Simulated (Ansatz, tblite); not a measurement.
**C₁₈H₁₉NOS: a ladder of methods and basis sets**

The task here is to estimate one member of a computed series from the others.

Method: as each input shows; program: Ansatz 0.2.0, Gaussian basis.

Levels to be run: GFN1-xTB, GFN2-xTB, PBE-D4/def2-TZVP, r2SCAN-D4/def2-TZVP, PBE-QIDH/def2-TZVP, LDA/def2-TZVP, CAM-B3LYP-D4/def2-TZVP, PBE+5HF/def2-SVP, PBE+10HF/def2-SVP, PBE+15HF/def2-SVP, PBE+35HF/def2-SVP, PBE+50HF/def2-SVP, PBE-D4/def2-SVP, PBE0-D4/def2-SVP, HF/6-31G, B3LYP-D4/6-31G, MP2/def2-SVP, RPA/def2-SVP.

## The geometry

The geometry is that of the singlet, from an earlier relaxation (PBE-D4/def2-SVP).

SMILES `CC(=O)SCCCCn1c2ccccc2c2ccccc21`, 40 atoms, charge 0, spin multiplicity 1.

Bond lengths: C1–C2 1.514 Å, C1–H22 1.105 Å, C1–H23 1.109 Å, C1–H24 1.109 Å, C2–O3 1.217 Å, C2–S4 1.808 Å, S4–C5 1.827 Å, C5–C6 1.528 Å, C5–H25 1.109 Å, C5–H26 1.109 Å, C6–C7 1.531 Å, C6–H27 1.112 Å, C6–H28 1.111 Å, C7–C8 1.534 Å, C7–H29 1.112 Å, C7–H30 1.112 Å, C8–N9 1.447 Å, C8–H31 1.111 Å and more. Angles: C2–C1–H22 109.1°, C2–C1–H23 110.3°, C2–C1–H24 110.4°, H22–C1–H23 109.8°, H22–C1–H24 110.0°, H23–C1–H24 107.2°, C1–C2–O3 124.5°, C1–C2–S4 112.7°, O3–C2–S4 122.7°, C2–S4–C5 98.9°, S4–C5–C6 113.5°, S4–C5–H25 106.6°, S4–C5–H26 105.4°, C6–C5–H25 110.8°, C6–C5–H26 111.8°, H25–C5–H26 108.3°, C5–C6–C7 112.3°, C5–C6–H27 109.5° and more.

PBE0-D4/def2-TZVP was run before; its log isn't repeated, and its numbers join the tables.

Set-up of the first run:

Tight binding, by tblite at 300 K electronic temperature and without a spin-polarisation term:

```python
tblite.interface.Calculator('GFN1-xTB', numbers, positions, charge=0, uhf=0).singlepoint()
```

Tight binding, by tblite at 300 K electronic temperature and without a spin-polarisation term:

```python
tblite.interface.Calculator('GFN2-xTB', numbers, positions, charge=0, uhf=0).singlepoint()
```

start.molden holds the orbitals of an earlier run on this state, given as this run's starting guess.

Input file in.yaml:

```yaml
crystal:
  periodic: [false, false, false]
  atoms:
    - {symbol: C, position_ang: [6.944549, -1.189880, 0.310734]}
    - {symbol: C, position_ang: [5.504880, -1.086311, -0.146261]}
    - {symbol: O, position_ang: [4.664887, -1.951303, 0.018821]}
    - {symbol: S, position_ang: [5.147895, 0.476533, -0.981702]}
    - {symbol: C, position_ang: [3.370577, 0.218139, -1.317125]}
    - {symbol: C, position_ang: [2.475738, 0.497445, -0.110445]}
    - {symbol: C, position_ang: [0.991675, 0.296686, -0.428891]}
    - {symbol: C, position_ang: [0.102540, 0.526231, 0.800487]}
    - {symbol: N, position_ang: [-1.310825, 0.360652, 0.537085]}
    - {symbol: C, position_ang: [-2.010195, -0.840402, 0.601723]}
    - {symbol: C, position_ang: [-1.553363, -2.119352, 0.963996]}
    - {symbol: C, position_ang: [-2.483188, -3.168298, 0.958242]}
    - {symbol: C, position_ang: [-3.832995, -2.955777, 0.597599]}
    - {symbol: C, position_ang: [-4.282385, -1.681079, 0.230377]}
    - {symbol: C, position_ang: [-3.371517, -0.609236, 0.226423]}
    - {symbol: C, position_ang: [-3.477012, 0.800072, -0.093701]}
    - {symbol: C, position_ang: [-4.530052, 1.628852, -0.520996]}
    - {symbol: C, position_ang: [-4.278219, 2.987336, -0.751288]}
    - {symbol: C, position_ang: [-2.984681, 3.523187, -0.560270]}
    - {symbol: C, position_ang: [-1.916389, 2.721475, -0.134944]}
    - {symbol: C, position_ang: [-2.174753, 1.360220, 0.101941]}
    - {symbol: H, position_ang: [7.105548, -2.178778, 0.777633]}
    - {symbol: H, position_ang: [7.175221, -0.388320, 1.041459]}
    - {symbol: H, position_ang: [7.633427, -1.059793, -0.548174]}
    - {symbol: H, position_ang: [3.260514, -0.833151, -1.653193]}
    - {symbol: H, position_ang: [3.131449, 0.884596, -2.171115]}
    - {symbol: H, position_ang: [2.652633, 1.534295, 0.251092]}
    - {symbol: H, position_ang: [2.775868, -0.183258, 0.714391]}
    - {symbol: H, position_ang: [0.819412, -0.733288, -0.809697]}
    - {symbol: H, position_ang: [0.672561, 0.986891, -1.240361]}
    - {symbol: H, position_ang: [0.262440, 1.548438, 1.203929]}
    - {symbol: H, position_ang: [0.389627, -0.173031, 1.614111]}
    - {symbol: H, position_ang: [-0.503921, -2.300891, 1.238729]}
    - {symbol: H, position_ang: [-2.151147, -4.179880, 1.237789]}
    - {symbol: H, position_ang: [-4.534743, -3.803175, 0.603492]}
    - {symbol: H, position_ang: [-5.333441, -1.517670, -0.053250]}
    - {symbol: H, position_ang: [-5.537744, 1.212428, -0.672678]}
    - {symbol: H, position_ang: [-5.093005, 3.646232, -1.086727]}
    - {symbol: H, position_ang: [-2.808966, 4.592817, -0.751899]}
    - {symbol: H, position_ang: [-0.912898, 3.150380, 0.002662]}
basis:
  gaussian: {orbitals: def2-TZVP, fitting: {mean_field: def2-universal-jkfit}, initial_orbitals: start.molden}
hamiltonian: {xc: pbe, dispersion: d4}
scf: {omitted_lower_state_checks: [starts]}
output: {forces: true, orbitals: {seedname: orbitals}}
```

Launch:

```console
$ ansatz run in.yaml --threads 2 --pin off --events-out ev --progress --plain --max-ram 20480MiB --backend cuda --devices 0, --max-vram 18GiB
```

Among the steps run: PBE-D4/def2-TZVP; r2SCAN-D4/def2-TZVP; PBE-QIDH/def2-TZVP; LDA/def2-TZVP; CAM-B3LYP-D4/def2-TZVP; PBE+5HF/def2-SVP; PBE+10HF/def2-SVP; PBE+15HF/def2-SVP; PBE+35HF/def2-SVP; PBE+50HF/def2-SVP; PBE-D4/def2-SVP; PBE0-D4/def2-SVP; HF/6-31G; B3LYP-D4/6-31G; MP2/def2-SVP; RPA/def2-SVP.

One of the session's tables, all rows but one given; the rest of the session is left out.

It belongs to the step «Binding energy». 

```
                 level  binding an atom (eV)
              HF/6-31G                 3.313
           HF/def2-SVP                 3.608
         LDA/def2-TZVP                 5.636
       PBE-D4/def2-SVP                 5.113
      PBE-D4/def2-TZVP                 5.039
   r2SCAN-D4/def2-TZVP                 4.884
        B3LYP-D4/6-31G                 4.739
      PBE0-D4/def2-SVP                 5.006
     PBE0-D4/def2-TZVP                     ?
CAM-B3LYP-D4/def2-TZVP                 4.862
          MP2/def2-SVP                 4.776
```

Estimate the missing values for PBE0-D4/def2-TZVP.

**Answer.** binding an atom (eV): 4.931. In the column «binding an atom (eV)» it lies between r2SCAN-D4/def2-TZVP (4.884) and PBE0-D4/def2-SVP (5.006).

Limits of these values: Free atoms were run apart at each level; binding is atoms less cluster, divided by the number of atoms, without zero-point or spin-orbit terms.
